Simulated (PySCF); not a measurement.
# C6H18S3Sn3 (cyclo-(Me2SnS)3): the cost of one run

Programs: PySCF 2.14.0, with density-fitted response routines of our own. Each step states its level of theory. These are calculated values for one molecule in the gas phase, unless marked as measured. Atoms are numbered from 0 throughout.

## Step 1: Starting geometry

30 atoms, charge 0, multiplicity 1; geometry from: GFN2-xTB. The atoms were then displaced at random by about 0.03 Å, so the start is not that level's minimum.

Bonds of the start (Å): Sn0–C1 2.24, Sn0–C2 2.29, Sn0–S3 2.39, Sn0–S11 2.40, C1–H12 1.16, C1–H13 1.05, C1–H14 1.09, C2–H15 1.01, C2–H16 1.11, C2–H17 1.08, S3–Sn4 2.35, Sn4–C5 2.17, Sn4–C6 2.25, Sn4–S7 2.45, C5–H18 1.09, C5–H19 1.12, C5–H20 1.08, C6–H21 1.11, C6–H22 1.12, C6–H23 1.10, S7–Sn8 2.42, Sn8–C9 2.20, Sn8–C10 2.24, Sn8–S11 2.40, C9–H24 1.06, C9–H25 1.11, C9–H26 1.07, C10–H27 1.12, C10–H28 1.13, C10–H29 1.04.

## Step 2: Relaxing the molecule at PBE0-D3(BJ)/def2-SVP

Job settings and geometry (Å):

```
{"job": {"xc": "PBE0", "basis": "def2-SVP", "d3": "d3bj", "grid": 1, "maxiter": 40, "shake": 0.03, "kind": "geom"}, "charge": 0, "multiplicity": 1}
Sn    -1.900660     0.696460     1.157090
C     -1.096680     2.787260     1.230450
C     -4.073320     0.530310     1.867580
S     -0.494700    -0.679330     2.509320
Sn     1.470310    -1.113620     1.294620
C      1.258680    -3.077350     0.391880
C      3.159900    -0.751580     2.734490
S      1.912460     0.591090    -0.409960
Sn     0.176740     0.273270    -2.059190
C      0.226350     2.126780    -3.236750
C      0.601860    -1.617150    -3.191600
S     -2.015130    -0.009800    -1.133890
H     -1.776760     3.518320     0.634370
H     -0.121020     2.782450     0.854370
H     -1.061310     3.075820     2.277060
H     -4.703240     0.586790     1.081870
H     -4.229640     1.392340     2.554490
H     -4.121340    -0.381610     2.448280
H      2.171560    -3.361200    -0.134790
H      0.347000    -3.061080    -0.265870
H      1.048090    -3.815660     1.157050
H      3.368910    -1.725710     3.234600
H      4.023670    -0.392330     2.110400
H      2.831560     0.034080     3.423670
H     -0.486850     2.059360    -4.017910
H      0.027980     3.020830    -2.608970
H      1.197390     2.176210    -3.679780
H      1.612590    -1.969690    -2.859580
H      0.676970    -1.397110    -4.299890
H     -0.174900    -2.299230    -3.076720
```

Run with:

```bash
> OMP_NUM_THREADS=2 python probes_run.py task.json out
```

This one command runs all jobs of the session in turn.

**Question.** How long does this first job take on 2 threads of AMD EPYC 7R43, shared host, and how much memory does it need?

About 23 min, with a peak of 3.5 GiB.
